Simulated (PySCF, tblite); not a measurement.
**C6H12BGa: geometry, infrared bands and NMR shifts**

Aim: predict the infrared bands and NMR shifts of C6H12BGa (`CB(C)C#[C][Ga]([CH3])[CH3]`).

Programs: tblite 0.8.0 and PySCF 2.14.0, with density-fitted response routines of our own. Each step states its level of theory. These are calculated values for one molecule in the gas phase, unless marked as measured. Atoms are numbered from 0 throughout.

## Step 1: The starting structure

20 atoms, charge 0, multiplicity 1; geometry from: force field or distance geometry start.

Bonds of the start (Å): C0–B1 1.60, B1–C2 1.59, B1–C3 1.55, C3–C4 1.21, C4–Ga5 2.17, Ga5–C6 2.18, Ga5–C7 1.78, C0–H8 1.10, C0–H9 1.11, C0–H10 1.10, C2–H11 1.12, C2–H12 1.10, C2–H13 1.11, C6–H14 1.10, C6–H15 1.14, C6–H16 1.11, C7–H17 1.11, C7–H18 1.11, C7–H19 1.13.

## Step 2: Optimising the geometry with GFN2-xTB

Job settings and geometry (Å):

```
{"job": {"kind": "relax", "xc": "GFN2-xTB", "basis": "xTB"}, "charge": 0, "multiplicity": 1}
C     -2.777600    -1.584900     0.862400
B     -2.496200    -0.365100    -0.130000
C     -3.529600     0.833200    -0.031900
C     -1.009600     0.005300    -0.338500
C      0.155300     0.302800    -0.486700
Ga     2.245500     0.822000    -0.775100
C      3.199700     0.800000     1.187300
C      3.296100    -0.086600    -1.896100
H     -3.844600    -1.840400     0.910300
H     -2.414500    -1.284200     1.871400
H     -2.202700    -2.450200     0.514800
H     -4.274500     0.697500     0.786700
H     -4.006600     0.976200    -1.007600
H     -2.916800     1.736400     0.191000
H      3.332100    -0.280700     1.327200
H      2.486900     1.162100     1.993000
H      4.141900     1.381400     1.199700
H      2.823300    -0.381000    -2.856700
H      4.164000     0.580600    -2.105300
H      3.622600    -1.013700    -1.346100
```

Launch:

```
$ OMP_NUM_THREADS=1 python probes_run.py task.json out
```

This one command runs all jobs of the session in turn.

Output:

```text
step      E/eV     max force
  0    -577.24909    6.661
  1    -577.97025    3.505
  2    -578.20015    4.726
  3    -578.40959    1.279
  4    -578.49899    0.941
  5    -578.56975    0.996
  6    -578.61108    0.490
  7    -578.64726    0.690
  8    -578.67014    0.563
  9    -578.69241    0.436
 10    -578.71882    0.548
 11    -578.74441    0.463
 12    -578.76282    0.365
 13    -578.78039    0.377
 14    -578.80039    0.480
 15    -578.82146    0.498
 16    -578.83911    0.329
 17    -578.85002    0.246
 18    -578.85722    0.243
 19    -578.86669    0.297
 20    -578.87626    0.364
 21    -578.88315    0.247
 22    -578.88864    0.185
 23    -578.89480    0.293
 24    -578.90208    0.381
 25    -578.90909    0.322
 26    -578.91417    0.195
 27    -578.91777    0.177
 28    -578.92140    0.235
 29    -578.92556    0.217
 30    -578.92943    0.192
 31    -578.93254    0.152
 32    -578.93500    0.157
 33    -578.93717    0.119
 34    -578.93885    0.067
 35    -578.93988    0.072
 36    -578.94088    0.080
 37    -578.94190    0.076
 38    -578.94287    0.063
 39    -578.94359    0.049
 40    -578.94413    0.054
 41    -578.94464    0.063
 42    -578.94517    0.058
 43    -578.94568    0.059
 44    -578.94622    0.071
 45    -578.94697    0.080
 46    -578.94805    0.098
 47    -578.94925    0.106
 48    -578.95020    0.073
 49    -578.95094    0.075
 50    -578.95163    0.061
 51    -578.95245    0.065
 52    -578.95329    0.067
 53    -578.95404    0.067
 54    -578.95482    0.067
 55    -578.95591    0.074
 56    -578.95746    0.101
 57    -578.95906    0.114
 58    -578.96006    0.064
 59    -578.96058    0.056
 60    -578.96102    0.069
 61    -578.96168    0.089
 62    -578.96267    0.097
 63    -578.96356    0.096
 64    -578.96415    0.051
 65    -578.96453    0.046
 66    -578.96487    0.072
 67    -578.96529    0.075
 68    -578.96581    0.079
 69    -578.96639    0.070
 70    -578.96694    0.070
 71    -578.96750    0.091
 72    -578.96810    0.107
 73    -578.96868    0.090
 74    -578.96910    0.046
 75    -578.96933    0.033
 76    -578.96948    0.032
 77    -578.96962    0.033
 78    -578.96976    0.026
 79    -578.96992    0.044
 80    -578.97016    0.061
 81    -578.97051    0.068
 82    -578.97095    0.058
 83    -578.97137    0.040
 84    -578.97166    0.039
 85    -578.97188    0.053
 86    -578.97212    0.053
 87    -578.97239    0.034
 88    -578.97260    0.031
 89    -578.97277    0.036
 90    -578.97296    0.048
 91    -578.97325    0.045
 92    -578.97372    0.053
 93    -578.97438    0.057
 94    -578.97503    0.065
 95    -578.97546    0.057
 96    -578.97573    0.047
 97    -578.97597    0.039
 98    -578.97624    0.037
 99    -578.97654    0.036
100    -578.97678    0.028
101    -578.97691    0.022
102    -578.97700    0.023
103    -578.97709    0.022
104    -578.97718    0.017
105    -578.97723    0.017
106    -578.97727    0.015
107    -578.97731    0.033
108    -578.97736    0.017
109    -578.97741    0.016
110    -578.97746    0.014
111    -578.97747    0.012
112    -578.97750    0.008
```

It took 0.93 s on 1 thread of Arm Neoverse V1, shared host; peak memory 0.18 GiB.

The steps of the relaxation: (not every step is listed)

```csv
step,energy from step 0 (eV),largest force (eV/Å)
0,0.0000,6.6608
1,-0.7212,3.5052
2,-0.9511,4.7263
3,-1.1605,1.2794
4,-1.2499,0.9407
5,-1.3207,0.9958
6,-1.3620,0.4902
7,-1.3982,0.6902
8,-1.4210,0.5627
17,-1.6009,0.2456
26,-1.6651,0.1950
35,-1.6908,0.0721
44,-1.6971,0.0706
53,-1.7049,0.0671
62,-1.7136,0.0970
71,-1.7184,0.0905
80,-1.7211,0.0611
89,-1.7237,0.0364
98,-1.7271,0.0366
107,-1.7282,0.0331
108,-1.7283,0.0174
109,-1.7283,0.0161
110,-1.7284,0.0137
111,-1.7284,0.0120
112,-1.7284,0.0084
```

Distances of close pairs at the start and the end, largest changes first:

```csv
bond,before (Å),after (Å),change (Å)
Ga5–C7,1.785,2.038,+0.253
C4–Ga5,2.173,1.978,-0.195
Ga5–C6,2.182,2.037,-0.145
C6–H15,1.135,1.093,-0.042
B1–C3,1.546,1.509,-0.037
C7–H19,1.126,1.094,-0.032
C2–H11,1.115,1.088,-0.027
C2–H13,1.114,1.088,-0.026
```

The final coordinates are the input of the step that follows.

## Step 3: Harmonic vibrations with GFN2-xTB

Job settings and geometry (Å):

```
{"job": {"kind": "ir", "xc": "GFN2-xTB", "basis": "xTB"}, "charge": 0, "multiplicity": 1}
C     -2.939763    -1.659097     0.813002
B     -2.357359    -0.302025     0.253442
C     -3.309265     0.902041    -0.119663
C     -0.867498    -0.149025     0.069900
C      0.337348    -0.008907    -0.081796
Ga     2.284350     0.272260    -0.285016
C      3.283599     0.914386     1.369926
C      3.129935    -0.106030    -2.100354
H     -4.002660    -1.784012     0.618781
H     -2.808221    -1.677655     1.895852
H     -2.414112    -2.532038     0.430761
H     -4.208851     0.935150     0.491549
H     -3.640840     0.773224    -1.151216
H     -2.822197     1.873377    -0.068878
H      3.656073     0.068295     1.954336
H      2.630074     1.501654     2.020515
H      4.145146     1.529633     1.095234
H      2.379571    -0.143372    -2.894324
H      3.862228     0.667275    -2.350639
H      3.657293    -1.064454    -2.091631
```

Output:

```text
mode    cm-1     km/mol
  1     -42.5      0.02
  2     -19.2      0.03
  3      15.5      0.01
  4      36.4      0.30
  5      41.5      0.52
  6      50.2      1.42
  7      79.5      1.86
  8     108.2      2.83
  9     113.0      0.52
 10     130.9      6.64
 11     187.0     10.36
 12     215.5      9.85
 13     252.9     22.71
 14     358.7     13.53
 15     395.7      0.25
 16     441.6      0.49
 17     474.4     39.67
 18     521.5     67.57
 19     573.5      5.29
 20     598.0     57.75
 21     618.0    137.18
 22     658.8    195.95
 23     681.9      4.47
 24     727.3      9.03
 25     856.2    159.71
 26     868.1      7.06
 27     875.3      6.41
 28    1124.6    155.78
 29    1184.2    347.94
 30    1258.7      2.84
 31    1268.1      1.16
 32    1378.4     34.83
 33    1384.1      6.21
 34    1438.6      1.20
 35    1442.4      0.41
 36    1448.7      0.13
 37    1452.3      0.19
 38    1481.4      0.50
 39    1483.0      1.20
 40    1490.7      3.17
 41    1494.0      1.35
 42    2148.3      8.97
 43    2933.3     15.03
 44    2935.2     16.70
 45    2937.4     40.36
 46    2940.2      9.26
 47    2946.7     45.63
 48    2948.5     39.63
 49    2990.7      5.84
 50    2994.2     42.28
 51    3025.0     12.13
 52    3027.8     39.85
 53    3032.2     43.96
 54    3033.5     49.04
```

It took 0.81 s on 1 thread of Arm Neoverse V1, shared host; peak memory 0.18 GiB.

Which atoms move in the most intense modes:

```csv
cm⁻¹,km/mol,atoms
522,67.6,"C6 31 %, C7 30 %, Ga5 25 %"
598,57.8,"H16 22 %, H17 21 %, H18 17 %, H15 16 %"
618,137.2,"H19 25 %, H14 21 %, H18 14 %"
659,195.9,"H17 21 %, H16 19 %, H15 18 %, H18 15 %"
856,159.7,"B1 27 %, H12 18 %, H9 16 %"
1125,155.8,"B1 68 %, C2 11 %"
1184,347.9,B1 66 %
3034,49.0,"H13 71 %, H8 21 %"
```

## Step 4: Nuclear shieldings: PBE0/pcSseg-1

Settings changed since step 3:

```diff
@@ -1,2 +1,2 @@
-{"job": {"kind": "ir", "xc": "GFN2-xTB", "basis": "xTB"}, "charge": 0, "multiplicity": 1}
+{"job": {"kind": "nmr", "xc": "PBE0", "basis": "pcSseg-1"}, "charge": 0, "multiplicity": 1}
 C     -2.939763    -1.659097     0.813002
```

Level: GIAO PBE0/pcSseg-1 NMR shielding, non-relativistic, gas phase.

Output:

```text
coarse grid: 73344 points
cycle   1  E = -2184.5475489738  dE = -1.700e-01  |g| = 1.154e+00  |ddm| = 4.120e+00
cycle   2  E = -2184.4334588223  dE =  1.141e-01  |g| = 1.404e+00  |ddm| = 1.884e+00
cycle   3  E = -2184.7139410261  dE = -2.805e-01  |g| = 2.035e-01  |ddm| = 1.188e+00
cycle   4  E = -2184.7208937612  dE = -6.953e-03  |g| = 1.149e-01  |ddm| = 2.054e-01
cycle   5  E = -2184.7240679735  dE = -3.174e-03  |g| = 2.247e-02  |ddm| = 8.493e-02
cycle   6  E = -2184.7241698773  dE = -1.019e-04  |g| = 3.161e-03  |ddm| = 1.866e-02
cycle   7  E = -2184.7241726088  dE = -2.731e-06  |g| = 1.073e-03  |ddm| = 4.899e-03
final grid: 156216 points
cycle   8  E = -2184.7241839358  dE =  1.414e-07  |g| = 1.355e-03  |ddm| = 2.820e-03
cycle   9  E = -2184.7241834437  dE =  4.921e-07  |g| = 1.954e-03  |ddm| = 3.267e-03
cycle  10  E = -2184.7241844085  dE = -9.648e-07  |g| = 3.838e-04  |ddm| = 1.837e-03
cycle  11  E = -2184.7241844460  dE = -3.752e-08  |g| = 4.815e-05  |ddm| = 2.850e-04
cycle  12  E = -2184.7241844466  dE = -6.312e-10  |g| = 4.396e-06  |ddm| = 4.627e-05
converged SCF energy = -2184.7241844466

GIAO shielding tensors (ppm)
atom      isotropic    diamagn.    paramagn.     s11        s22        s33       span
  0 C      170.833     252.911     -82.077    147.974    176.410    188.116     40.142
  1 B       30.752     192.421    -161.669    -47.680     15.445    124.491    172.171
  2 C      169.847     253.300     -83.453    147.315    174.413    187.813     40.498
  3 C       52.466     262.379    -209.913    -58.733    -40.986    257.117    315.850
  4 C       25.988     275.019    -249.030    -54.165    -21.824    153.953    208.118
  5 Ga    1196.757    2640.066   -1443.309    898.465   1323.471   1368.335    469.871
  6 C      184.160     253.333     -69.173    168.053    187.527    196.901     28.847
  7 C      184.388     253.342     -68.954    167.645    188.659    196.860     29.215
  8 H       30.604      28.656       1.948     26.948     29.721     35.142      8.194
  9 H       31.038      30.772       0.266     27.220     29.392     36.500      9.281
 10 H       30.611      32.428      -1.817     26.404     30.070     35.360      8.956
 11 H       30.607      28.966       1.641     26.972     29.551     35.297      8.325
 12 H       31.035      30.114       0.921     27.448     29.111     36.545      9.098
 13 H       30.488      33.172      -2.684     26.288     30.213     34.964      8.676
 14 H       31.333      29.979       1.354     27.207     27.942     38.849     11.642
 15 H       30.986      32.788      -1.801     25.993     28.949     38.017     12.024
 16 H       31.136      28.000       3.136     26.355     28.684     38.368     12.012
 17 H       30.921      32.699      -1.778     25.820     28.915     38.029     12.209
 18 H       31.174      28.208       2.966     26.528     28.547     38.447     11.918
 19 H       31.304      29.252       2.052     27.124     27.977     38.812     11.688
```

Run time: 84 s. Hardware: 1 thread of Arm Neoverse V1, shared host; peak memory 0.92 GiB.

Shifts follow as δ = σ(reference) − σ, with reference shieldings (ppm) from runs at the same level and on the same kind of geometry: 1H TMS 31.72, 13C TMS 186.9, 11B BF3·OEt2 100.1. The references are single molecules in the gas phase. Atoms listed in one row are averaged.

```csv
atoms,environment,σ (ppm),δ (ppm)
C4,alkyne carbon,26.0,160.9
C3,alkyne carbon,52.5,134.5
"C0, C2",methyl carbon bonded to B,170.3,16.6
"C6, C7",methyl carbon bonded to Ga,184.3,2.7
"H8, H9, H10, H11, H12, H13",hydrogen on a methyl carbon bonded to B,30.73,0.99
"H14, H15, H16, H17, H18, H19",hydrogen on a methyl carbon bonded to Ga,31.14,0.57
B1,boron bonded to 3 C,30.8,69.3
Ga5,Ga bonded to 3 C,1197,–
```

Charges from the same density, by scheme (e):

```csv
atoms,Mulliken,IAO,Hirshfeld,ESP fit
"C0, C2",-0.51,-0.57,-0.19,-0.77
B1,0.44,0.29,0.20,0.85
C3,-0.22,-0.13,-0.12,-0.34
C4,-0.41,-0.29,-0.19,-0.40
Ga5,0.96,0.82,0.52,1.01
"C6, C7",-0.68,-0.72,-0.24,-0.87
```

Mayer bond orders: C0–B1 1.02, B1–C2 1.03, B1–C3 1.06, C3–C4 2.56, C4–Ga5 0.74, Ga5–C6 0.90, Ga5–C7 0.90.

## Step 5: Summary of results

```
                                                               quantity                        value
                              strongest single infrared mode (GFN2-xTB)        1184 cm⁻¹, 348 km/mol
                                           zero-point energy (GFN2-xTB)                95.9 kcal/mol
13C shifts against TMS (PBE0/pcSseg-1, means over atoms taken as alike)  160.9, 134.5, 16.6, 2.7 ppm
 1H shifts against TMS (PBE0/pcSseg-1, means over atoms taken as alike)               0.99, 0.57 ppm
                            11B shifts against BF3·OEt2 (PBE0/pcSseg-1)                     69.3 ppm
                                       shieldings of Ga (PBE0/pcSseg-1)               Ga5 1196.8 ppm
```

What this shows: Relaxing lowered the energy by 1.728 eV in 112 steps; the close pair that moved most is Ga5–C7, from 1.785 to 2.038 Å. The lowest mode is imaginary (42i cm⁻¹), so the xTB geometry is not a minimum. The strongest single mode, at 1184 cm⁻¹, moves mainly B1. Unscaled tight-binding wavenumbers are off by several per cent, some by more. Its intensities can rank the bands wrongly. At PBE0/pcSseg-1: Shielding is most anisotropic at Ga5 (span 470 ppm, paramagnetic term -1443 ppm). Spin-orbit coupling is left out, which matters for shieldings and couplings at and beside the heavy atoms.
